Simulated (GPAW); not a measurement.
Here is a GPAW 26.7.0 calculation.

The input run.py:

```python
import numpy as np
from ase.dft.bandgap import bandgap
from ase.io import read, write
from gpaw import GPAW, PW

atoms = read('POSCAR')
atoms.set_initial_magnetic_moments([2.0, 0.0, 2.0, 0.0, 2.0, 0.0, 2.0, 0.0, 2.0])
atoms.pbc = (True, True, False)

calc = GPAW(mode=PW(450),
            xc='PBE',
            kpts={'size': (9, 9, 1), 'gamma': True},
            occupations={'name': 'fermi-dirac', 'width': 0.05},
            nbands=57,
            convergence={'density': 1e-05, 'energy': 1e-05},
            maxiter=150,
            poissonsolver={'dipolelayer': 'xy'},
            txt='gpaw.txt')
atoms.calc = calc
energy = atoms.get_potential_energy()
forces = atoms.get_forces()
calc.write('gs.gpw')
write('result.traj', atoms)
print(f'Energy: {energy:.6f} eV')
print('Forces (eV/A):')
print(forces.round(4))
print('Moments:', calc.get_magnetic_moments().round(3))
print('Fermi level:', round(calc.get_fermi_level(), 4), 'eV')
print(f'Gap: {bandgap(calc)[0]:.4f} eV, direct: {bandgap(calc, direct=True)[0]:.4f} eV')

v = calc.get_electrostatic_potential().mean(axis=(0, 1))
z = np.arange(len(v)) * atoms.cell[2, 2] / len(v)
ef = calc.get_fermi_level()
np.savetxt('planar.dat', np.c_[z, v], fmt='%.4f')
below, above = np.interp([1.5, atoms.cell[2, 2] - 1.5], z, v) - ef
print(f'Work functions: bottom {below:.4f} eV, top {above:.4f} eV')
print('Dipole moment:', *calc.get_dipole_moment().round(5), 'e A')
```

The input POSCAR:

```
Al4Co5
1.0
    2.8194032100      0.0000000000      0.0000000000
    0.0000000000      2.8194032100      0.0000000000
    0.0000000000      0.0000000000     26.2776128400
Co Al Co Al Co Al Co Al Co
1 1 1 1 1 1 1 1 1
Direct
    0.5000000000      0.5000000000      0.2854140536
    0.0000000000      0.0000000000      0.3390605402
    0.5000000000      0.5000000000      0.3927070268
    0.0000000000      0.0000000000      0.4463535134
    0.5000000000      0.5000000000      0.5000000000
    0.0000000000      0.0000000000      0.5536464866
    0.5000000000      0.5000000000      0.6072929732
    0.0000000000      0.0000000000      0.6609394598
    0.5000000000      0.5000000000      0.7145859464
```

Potentials or basis: GPAW PAW data sets (gpaw-data 1.2.1), pw.

Launch:

```bash
$ OMP_NUM_THREADS=1 python run.py
```

Task: What does it give for the work function of the upper face?

Result: 4.53 eV.

Task: Estimate the largest force.

Result: 0.466 eV/Å.

Task: What does it give for the net moment?

Result: 2.88 μB per cell.

Task: Estimate the band gap on the k mesh.

Result: None (metal or under the smearing width).

Forces on the atoms (eV/Å):
```
Co   0.000  0.000 -0.466
Al   0.000  0.000 -0.319
Co   0.000  0.000  0.338
Al   0.000  0.000 -0.081
Co   0.000  0.000  0.000
Al   0.000  0.000  0.081
Co   0.000  0.000 -0.338
Al   0.000  0.000  0.319
Co   0.000  0.000  0.466
```
